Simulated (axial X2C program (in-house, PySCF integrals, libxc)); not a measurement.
# All-electron X2C curves of BiSe⁺

Aim: find the lowest determinant of BiSe⁺, scan the bond at several levels and fit the constants, once spin-free and once with spin–orbit coupling.

Computed with an in-house X2C program for linear molecules on PySCF integrals. Level: all-electron X2C, Bi dyall-cv3z, Se dyall-cv3z.

All values are calculated.

## (1) Input

Contents of task.json:

```json
{
 "zs": [
  83,
  34
 ],
 "q": 1,
 "bas": [
  "dyall-cv3z",
  "dyall-cv3z"
 ],
 "levels": [
  "PBE0",
  "HF",
  "PBEsol"
 ],
 "cc": true,
 "r0": 2.48,
 "thr": -1.0,
 "nmax": 90,
 "npts": 10,
 "nst": 2,
 "ntry": 6
}
```

Keys: zs atomic numbers; q charge; bas basis sets; levels methods (HF also brings MP2); cc coupled cluster on or off; r0 starting distance in Å; thr threshold in hartree for freezing inner shells (an s shell follows its p shell); nmax most natural virtual spinors; npts points asked for on the curve; nst determinants followed; ntry starts of the search.

On the command line:

```
$ python so2c.py task.json out
```

Spin-free means the one-electron spin-free X2C Hamiltonian; two-component (2c) means X2C with spin–orbit coupling and atomic mean-field two-electron Coulomb and Gaunt terms. Basis: Bi dyall-cv3z contracted to [12s14p10d6f1g], Se dyall-cv3z contracted to [8s9p6d4f1g]; Gaussian nuclei, density fitting. Masses: Bi 208.980 u, Se 79.917 u.

Notation: σ, π±, δ± give the projection m of an orbital's angular momentum (0, ±1, ±2), α and β its spin, Λ and M_S the sums; ω is the projection of a spinor's total angular momentum and Ω the sum. Logs are in hartree.

The results follow Hamiltonian by Hamiltonian and level by level.

## (2) State search with PBE0

PBE0 moves the distance from 2.480 Å to 2.360 Å and compares determinants there.

Spin-free determinants:

```csv
ΔE (eV),state,open shells
0.00,"M_S = 0, Λ = 0",closed shell
2.07,"M_S = 1, Λ = 0","beyond closed shells: π+α, π+β, 2 × π-α"
2.07,"M_S = 1, Λ = 2","beyond closed shells: 2 × π+α, π+β, π-α"
2.34,"M_S = 0, Λ = 2","beyond closed shells: π+α, 2 × π+β, π-α"
2.96,"M_S = 1, Λ = 1","beyond closed shells: σα, π+α"
3.15,"M_S = 0, Λ = 1","beyond closed shells: σα, π+β"
```

Two-component determinants:

```
ΔE (eV)  state                              open shells
   0.00  Ω = 0                             closed shell
   1.41  Ω = 1  excess of +ω over −ω: ω = -1/2, ω = 3/2
   1.68  Ω = 2   excess of +ω over −ω: ω = 1/2, ω = 3/2
   1.89  Ω = 1        excess of +ω over −ω: 2 × ω = 1/2
   2.60  Ω = 3        excess of +ω over −ω: 2 × ω = 3/2
   3.04  Ω = 1  excess of +ω over −ω: ω = -1/2, ω = 3/2
   3.24  Ω = 2   excess of +ω over −ω: ω = 1/2, ω = 3/2
```

## (3) PBE0, spin-free

State followed: M_S = 0, Λ = 0 (closed shell). The scan is laid around 2.360 Å, a first estimate of the minimum, and this SCF restarts from the orbitals of the search.

Output at 2.360 Å:

```text
spin-free X2C-1e  PBE0
basis functions 257  fitting functions 1447  grid points 5802
iter        total energy     max residual
   1     -23964.854520274     6.69e-06
   2     -23964.854520251     2.89e-05
   3     -23964.854520277     1.64e-06
   4     -23964.854520277     1.88e-07
converged
one-electron -34053.22002287  Coulomb 9947.25304582  exact exchange -121.03395328  xc functional -370.62396673  nuclear repulsion 632.77037679
```

Along the bond, energies from the lowest point:

```tsv
R (Å)	E (eV)	μ (D)	HOMO (eV)	LUMO (eV)	iterations
2.148	0.5226	-1.04	-14.28	-9.00	10
2.218	0.1742	-1.22	-14.03	-9.12	10
2.289	0.0149	-1.38	-13.80	-9.24	10
2.360	0.0000	-1.54	-13.59	-9.35	4
2.443	0.1184	-1.70	-13.37	-9.47	11
2.525	0.3417	-1.85	-13.17	-9.58	11
2.631	0.7310	-2.02	-12.94	-9.72	11
```

Dipoles are positive if Se is the positive end and refer to the centre of mass.

Outer orbitals at the reference distance:

| symmetry | occupied | ε (eV) | atomic character |
| --- | --- | --- | --- |
| σα | yes | -26.10 | 58% Se s, 27% Bi s, 7% Bi p |
| σα | yes | -21.82 | 56% Bi s, 24% Se s, 10% Se p |
| σα | yes | -14.39 | 52% Se p, 37% Bi p, 6% Bi s |
| π+α | yes | -13.59 | 64% Se p, 31% Bi p, 3% Bi d |
| π-α | yes | -13.59 | 64% Se p, 31% Bi p, 3% Bi d |
| π-α | no | -9.35 | 65% Bi p, 28% Se p, 3% Bi d |
| π+α | no | -9.35 | 65% Bi p, 28% Se p, 3% Bi d |
| σα | no | -5.86 | 43% Bi p, 21% Se p, 17% Bi d |
| σα | no | -3.21 | 69% Bi s, 9% Bi d, 9% Se s |

PBE0 fields in the half plane through the axis: z from -2.4 to 4.5 Å across, distance from the axis 0.15 to 2.25 Å upwards; Bi lies at z = 0 and Se at z = 2.360 Å; the ELF is damped to zero where the density is low.

log10 density (e/bohr³). Ten even steps from '0' (-4.74 ) to '9' (1.95 ):
```
001112222222222222211100
011222233333333333222110
012233333333333333332211
122334444444444444433221
123344555554445555443321
223445566655555555544322
223445677765556676554332
233455789875556897654432
```

ELF. Ten even steps from ' ' (0.00 ) to '@' (0.83 ):
```
              ..........::::::::....            
        ..::::::::::::--==========--::..        
    ..::==++++====----==++**********++==::      
  ..--++******++======++**##%%%%%%%%%%##++::    
  ::++##%%##++====----==##%%%%%%@@@@@@@@##==..  
..==##%%%%**==++++==--==##%%##==--**@@@@@@**--  
::++%%%%##++++##**%%++--**##::--++::++@@@@##==..
::**%%%%##++##--++--##--****::@@::%%::@@@@%%++..
```

Re = 2.332 Å, ωe = 337 cm⁻¹, ωexe = 0.484 cm⁻¹, Be = 0.05361 cm⁻¹, De = 4.23 eV, μ = -1.48 D.

## (4) HF, spin-free

The SCF at the reference distance of 2.360 Å:

```text
spin-free X2C-1e  HF
basis functions 257  fitting functions 1447  grid points 5802
iter        total energy     max residual
   1     -23957.332413367     6.56e-01
   2     -23957.379909912     7.40e-03
   3     -23957.381013072     4.69e-03
   4     -23957.381583797     2.35e-03
   5     -23957.381749580     8.56e-04
   6     -23957.381774460     3.70e-04
   7     -23957.381784884     1.36e-04
   8     -23957.381787298     7.97e-05
   9     -23957.381787644     1.36e-05
  10     -23957.381787666     2.70e-06
  11     -23957.381787666     9.75e-07
converged
one-electron -34052.33921372  Coulomb 9946.51696897  exact exchange -484.32991971  xc functional 0.00000000  nuclear repulsion 632.77037679
```

Re = 2.299 Å, ωe = 371 cm⁻¹, ωexe = 0.447 cm⁻¹, Be = 0.0552 cm⁻¹, De = 1.38 eV, μ = -2.19 D.

## (5) PBEsol, spin-free

Output at 2.360 Å:

```text
spin-free X2C-1e  PBEsol
basis functions 257  fitting functions 1447  grid points 5802
iter        total energy     max residual
   1     -23957.201972024     6.74e-01
   2     -23957.206132031     1.56e-02
   3     -23957.070040824     7.02e-02
   4     -23957.191588510     2.57e-02
   5     -23957.212300404     1.64e-03
   6     -23957.212084225     2.83e-03
   7     -23957.212345445     7.04e-04
   8     -23957.212360222     1.35e-04
   9     -23957.212360787     5.95e-05
  10     -23957.212360888     4.57e-06
  11     -23957.212360889     5.68e-07
converged
one-electron -34051.64657296  Coulomb 9945.54698114  exact exchange 0.00000000  xc functional -483.88314585  nuclear repulsion 632.77037679
```

Re = 2.351 Å, ωe = 320 cm⁻¹, ωexe = 0.508 cm⁻¹, Be = 0.05275 cm⁻¹, De = 5.10 eV, μ = -1.15 D.

## (6) MP2 and beyond, spin-free

Correlated methods: 10 electrons correlated (frozen shells, counted by type: Bi 5 s, 4 p, 3 d, 1 f; Se 3 s, 2 p, 1 d), 264 virtual spinors in MP2, 88 natural virtuals in coupled cluster.

Output of the correlated part at 2.360 Å:

```text
correlated 10  virtual 264  natural virtual 88  E(MP2) -0.249460685  MP2 remainder -0.007228766
iter   CCSD correlation   residual
   1     -0.236323424   2.06e-01
   2     -0.246340381   1.08e-01
   3     -0.250096252   3.82e-02
   4     -0.250488355   1.51e-02
   5     -0.250584548   5.88e-03
   6     -0.250564633   1.36e-03
   7     -0.250570299   3.63e-04
   8     -0.250573660   1.14e-04
   9     -0.250572518   3.85e-05
  10     -0.250572933   1.21e-05
  11     -0.250572700   4.18e-06
  12     -0.250572695   1.17e-06
(T) -0.018454847  T1 0.0446  D1 0.0663  max T2 0.106
```

T1 in the output is the amplitude norm over the root of the electron number; divide by √2 for the Lee–Taylor value.

MP2: Re = 2.392 Å, ωe = 295.3 cm⁻¹, Be = 0.05096 cm⁻¹, De = 4.26 eV.

CCSD: Re = 2.354 Å, ωe = 329 cm⁻¹, ωexe = 0.487 cm⁻¹, Be = 0.05261 cm⁻¹, De = 3.70 eV. T1 at Re = 0.031 (Lee–Taylor, the printed value over √2).

CCSD(T): Re = 2.382 Å, ωe = 304 cm⁻¹, ωexe = 0.618 cm⁻¹, Be = 0.05138 cm⁻¹, De = 4.09 eV. T1 at Re = 0.033 (Lee–Taylor, the printed value over √2).

## (7) A higher determinant, spin-free

State: M_S = 1, Λ = 0 (beyond closed shells: π+α, π+β, 2 × π-α).

Output at the reference distance:

```text
spin-free X2C-1e  PBE0
basis functions 257  fitting functions 1447  grid points 5802
iter        total energy     max residual
   1     -23964.778461868     1.69e-05
   2     -23964.778461888     1.71e-05
   3     -23964.778461894     1.13e-05
   4     -23964.778461900     3.49e-06
   5     -23964.778461901     8.92e-07
converged
one-electron -34053.66198836  Coulomb 9947.81078320  exact exchange -121.05385080  xc functional -370.64378272  nuclear repulsion 632.77037679
```

```tsv
R (Å)	E above the lowest PBE0 point (eV)
2.148	3.613
2.218	2.903
2.289	2.403
2.360	2.070
2.443	1.844
2.525	1.752
2.631	1.776
```

No constants are quoted: too few points lie around the minimum for a second fit to confirm the first.

## (8) The spin-free curves together

Energy (eV) of the followed determinant, spin-free, from each level's lowest point:

```tsv
R (Å)	PBE0	HF	MP2	CCSD	CCSD(T)	PBEsol
2.148	0.523	0.404	0.787	0.653	0.761	0.600
2.218	0.174	0.103	0.351	0.255	0.331	0.230
2.289	0.015	0.000	0.104	0.053	0.093	0.045
2.360	0.000	0.050	0.000	0.000	0.000	0.000
2.443	0.118	0.252	0.012	0.079	0.028	0.080
2.525	0.342	0.565	0.127	0.268	0.159	0.261
2.631	0.731	1.076	0.380	0.619	0.424	0.594
```

## (9) PBE0, 2c

State followed: Ω = 0 (closed shell). The scan is laid around 2.360 Å, a first estimate of the minimum, and this SCF restarts from the orbitals of the search.

Output at 2.360 Å:

```text
two-component X2C + atomic mean field  PBE0
basis functions 257  fitting functions 1447  grid points 5802
iter        total energy     max residual
   1     -23971.580051828     5.25e-06
   2     -23971.580051827     1.09e-05
converged
one-electron -34035.96024578  Coulomb 9945.32226938  exact exchange -121.02946672  xc functional -370.69812418  nuclear repulsion 632.77037679  atomic mean-field constant -21.98486132
```

Along the bond, energies from the lowest point:

```tsv
R (Å)	E (eV)	μ (D)	HOMO (eV)	LUMO (eV)	iterations
2.148	0.5947	-0.93	-14.02	-9.38	10
2.218	0.2296	-1.09	-13.80	-9.51	10
2.289	0.0465	-1.22	-13.59	-9.62	10
2.360	0.0000	-1.35	-13.40	-9.73	2
2.443	0.0710	-1.48	-13.21	-9.84	12
2.525	0.2343	-1.58	-13.04	-9.93	12
2.631	0.5254	-1.68	-12.85	-10.03	13
```

Dipoles are positive if Se is the positive end and refer to the centre of mass.

Outer spinors at the reference distance:

```tsv
ω	occupied	ε (eV)	atomic character	λ mixture
3/2	yes	-35.36	100% Bi d	82% π, 18% δ
1/2	yes	-26.09	59% Se s, 25% Bi s, 7% Bi p	100% σ
1/2	yes	-21.70	57% Bi s, 23% Se s, 11% Se p	100% σ
1/2	yes	-14.71	49% Bi p, 41% Se p, 5% Bi s	80% σ, 20% π
1/2	yes	-13.82	64% Se p, 29% Bi p, 3% Bi d	85% π, 15% σ
3/2	yes	-13.40	74% Se p, 21% Bi p, 4% Bi d	100% π
1/2	no	-9.73	52% Bi p, 41% Se p, 4% Bi d	93% π, 7% σ
3/2	no	-8.69	74% Bi p, 19% Se p, 3% Se d	100% π
1/2	no	-5.76	46% Bi p, 19% Se p, 16% Bi d	97% σ, 3% π
1/2	no	-3.15	68% Bi s, 9% Se s, 9% Bi d	100% σ
```

PBE0 fields in the half plane through the axis: z from -2.4 to 4.5 Å across, distance from the axis 0.15 to 2.25 Å upwards; Bi lies at z = 0 and Se at z = 2.360 Å; the ELF is damped to zero where the density is low.

log10 density (e/bohr³). Ten even steps from '0' (-4.78 ) to '9' (1.95 ):
```
001112222222222222211100
011222333333333333222110
012233333333333333332211
122334444444444444433221
123344555554445555443321
223445566655555555544322
223455677765556676554332
233455789875556897654432
```

ELF. Ten even steps from ' ' (0.00 ) to '@' (0.82 ):
```
              ............::::::....            
        ..::::::::::::::--========--::..        
    ..::==++++====----==++****####**++==::      
    --++**##**++======++**##%%%%@@@@%%##==::    
  ::++##%%##++==========**%%@@@@@@@@@@@@##==..  
..==##%%%%**==++++++--==**%%##==--**@@@@%%**::  
..++%%%%##++++%%##%%++--**##::--++::++@@@@##==..
::**%%%%##++##--++--##--++**::@@::%%::%%@@##==..
```

Re = 2.354 Å, ωe = 311 cm⁻¹, ωexe = 0.698 cm⁻¹, Be = 0.05264 cm⁻¹, De = 2.46 eV, μ = -1.34 D.

## (10) HF, 2c

The SCF at the reference distance of 2.360 Å:

```text
two-component X2C + atomic mean field  HF
basis functions 257  fitting functions 1447  grid points 5802
iter        total energy     max residual
   1     -23963.970327801     8.50e-01
   2     -23964.017974847     7.42e-03
   3     -23964.019613829     5.08e-03
   4     -23964.020086964     1.72e-03
   5     -23964.020348264     1.42e-03
   6     -23964.020469248     8.11e-04
   7     -23964.020633429     6.44e-04
   8     -23964.020713380     1.73e-04
   9     -23964.020721581     9.52e-05
  10     -23964.020724416     6.37e-05
  11     -23964.020725764     2.99e-05
  12     -23964.020726014     1.58e-05
  13     -23964.020726080     5.91e-06
  14     -23964.020726092     3.01e-06
  15     -23964.020726093     1.07e-06
converged
one-electron -34035.75217720  Coulomb 9945.26279487  exact exchange -484.31685923  xc functional 0.00000000  nuclear repulsion 632.77037679  atomic mean-field constant -21.98486132
```

Re = 2.355 Å, ωe = 283.0 cm⁻¹, ωexe = 1.77 cm⁻¹, Be = 0.05256 cm⁻¹, De = 0.146 eV, μ = -1.74 D.

## (11) PBEsol, 2c

The SCF at the reference distance of 2.360 Å:

```text
two-component X2C + atomic mean field  PBEsol
basis functions 257  fitting functions 1447  grid points 5802
iter        total energy     max residual
   1     -23963.960650202     6.73e-01
   2     -23963.967907534     1.11e-02
   3     -23963.905927394     4.98e-02
   4     -23963.944325990     2.89e-02
   5     -23963.971027243     4.97e-04
   6     -23963.970973077     1.27e-03
   7     -23963.971032612     2.72e-04
   8     -23963.971034989     3.19e-05
   9     -23963.971035022     2.30e-05
  10     -23963.971035038     1.22e-06
  11     -23963.971035038     4.77e-07
converged
one-electron -34034.24771015  Coulomb 9943.47627726  exact exchange 0.00000000  xc functional -483.98511762  nuclear repulsion 632.77037679  atomic mean-field constant -21.98486132
```

Re = 2.366 Å, ωe = 303 cm⁻¹, ωexe = 0.605 cm⁻¹, Be = 0.05208 cm⁻¹, De = 3.25 eV, μ = -1.06 D.

## (12) Correlated methods, 2c

Correlated methods: 10 electrons correlated (frozen shells, counted by type: Bi 5 s, 4 p, 3 d, 1 f; Se 3 s, 2 p, 1 d), 264 virtual spinors in MP2, 90 natural virtuals in coupled cluster.

Output of the correlated part at 2.360 Å:

```text
correlated 10  virtual 264  natural virtual 90  E(MP2) -0.226754024  MP2 remainder -0.006893228
iter   CCSD correlation   residual
   1     -0.227702865   1.56e-01
   2     -0.235795260   7.72e-02
   3     -0.239943281   4.00e-02
   4     -0.240377382   1.79e-02
   5     -0.240667784   8.64e-03
   6     -0.240755073   3.52e-03
   7     -0.240777769   1.25e-03
   8     -0.240791758   4.75e-04
   9     -0.240786461   2.22e-04
  10     -0.240788697   1.18e-04
  11     -0.240787097   5.76e-05
  12     -0.240787792   3.01e-05
  13     -0.240787728   1.41e-05
  14     -0.240787606   5.85e-06
  15     -0.240787637   2.55e-06
  16     -0.240787645   9.53e-07
(T) -0.014945800  T1 0.0591  D1 0.0997  max T2 0.123
```

MP2: Re = 2.335 Å, ωe = 371 cm⁻¹, Be = 0.05348 cm⁻¹, De = 2.20 eV.

CCSD: Re = 2.382 Å, ωe = 296.8 cm⁻¹, ωexe = 0.732 cm⁻¹, Be = 0.05141 cm⁻¹, De = 1.87 eV. T1 at Re = 0.044 (Lee–Taylor, the printed value over √2).

CCSD(T): Re = 2.390 Å, ωe = 295.9 cm⁻¹, ωexe = 0.698 cm⁻¹, Be = 0.05103 cm⁻¹, De = 2.16 eV. T1 at Re = 0.045 (Lee–Taylor, the printed value over √2).

## (13) A higher determinant, 2c

State: Ω = 1 (excess of +ω over −ω: ω = -1/2, ω = 3/2).

Output at the reference distance:

```text
two-component X2C + atomic mean field  PBE0
basis functions 257  fitting functions 1447  grid points 5802
iter        total energy     max residual
   1     -23971.528234329     1.37e-05
   2     -23971.528234350     9.16e-06
   3     -23971.528234354     7.95e-06
   4     -23971.528234358     4.58e-06
   5     -23971.528234359     6.98e-07
converged
one-electron -34036.99450823  Coulomb 9946.45565135  exact exchange -121.04991757  xc functional -370.72497538  nuclear repulsion 632.77037679  atomic mean-field constant -21.98486132
```

```tsv
R (Å)	E above the lowest PBE0 point (eV)
2.148	2.994
2.218	2.276
2.289	1.762
2.360	1.410
2.443	1.155
2.525	1.026
2.631	0.988
```

No constants are quoted: the lowest point is the long end of the scan.

## (14) The 2c curves together

Energy (eV) of the followed determinant, 2c, from each level's lowest point:

```tsv
R (Å)	PBE0	HF	MP2	CCSD	CCSD(T)	PBEsol
2.148	0.595	0.561	0.619	0.731	0.782	0.644
2.218	0.230	0.213	0.217	0.315	0.348	0.265
2.289	0.046	0.043	0.024	0.087	0.102	0.064
2.360	0.000	0.000	0.000	0.000	0.000	0.000
2.443	0.071	0.053	0.140	0.027	0.014	0.051
2.525	0.234	0.168	0.403	0.151	0.129	0.197
2.631	0.525	0.345	0.825	0.396	0.370	0.473
```

The whole job took 3.5 min on 1 thread of Intel Xeon 6975P-C (Granite Rapids), shared host.

## (15) Results

Lowest determinant that the search found at its distance, spin-free: M_S = 0, Λ = 0 (closed shell).

Lowest determinant that the search found at its distance, 2c: Ω = 0 (closed shell).

```
Hamiltonian    level  Re (Å)  ωe (cm⁻¹)  De (eV)  μ (D)
  spin-free     PBE0   2.332        337     4.23  -1.48
  spin-free       HF   2.299        371     1.38  -2.19
  spin-free      MP2   2.392      295.3     4.26    n/a
  spin-free     CCSD   2.354        329     3.70    n/a
  spin-free  CCSD(T)   2.382        304     4.09    n/a
  spin-free   PBEsol   2.351        320     5.10  -1.15
         2c     PBE0   2.354        311     2.46  -1.34
         2c       HF   2.355      283.0    0.146  -1.74
         2c      MP2   2.335        371     2.20    n/a
         2c     CCSD   2.382      296.8     1.87    n/a
         2c  CCSD(T)   2.390      295.9     2.16    n/a
         2c   PBEsol   2.366        303     3.25  -1.06
```

Dipoles are positive if Se is the positive end and refer to the centre of mass.

Time per point (s) on 1 thread of Intel Xeon 6975P-C (Granite Rapids), shared host (2c runs; CCSD comes with the CCSD(T) run); the times are rough: PBE0 0.94, HF 0.84, MP2 1, CCSD(T) 5.5, PBEsol 0.45.

**Reading.** At CCSD(T), going from spin-free to two-component changes Re by +8 mÅ, ωe by -2.7 %, which is small (part of it comes from the scalar share of the two-electron terms). De moves by -1.92 eV; both De rest on single-determinant atoms, which can miss part of an open shell's spin–orbit lowering.

De refers to Bi+ + Se, each in the lowest determinant found, which need not be this curve's own limit. The state is a single determinant with fixed occupations, the lowest that a limited PBE0 search found. Closed shells are restricted here (equal orbitals for both partners), which fails at long range if the bond breaks into open shells. De is counted from the lowest determinant-based energies of the atoms at the same level, without counterpoise correction. CCSD and (T) use frozen natural virtuals with an MP2 correction for the truncation. With the outer-core shells frozen, correlated bond lengths of heavy atoms tend to come out a few hundredths of an ångström too long. T1 at Re is 0.045 (Lee–Taylor), above the customary mark of 0.02.
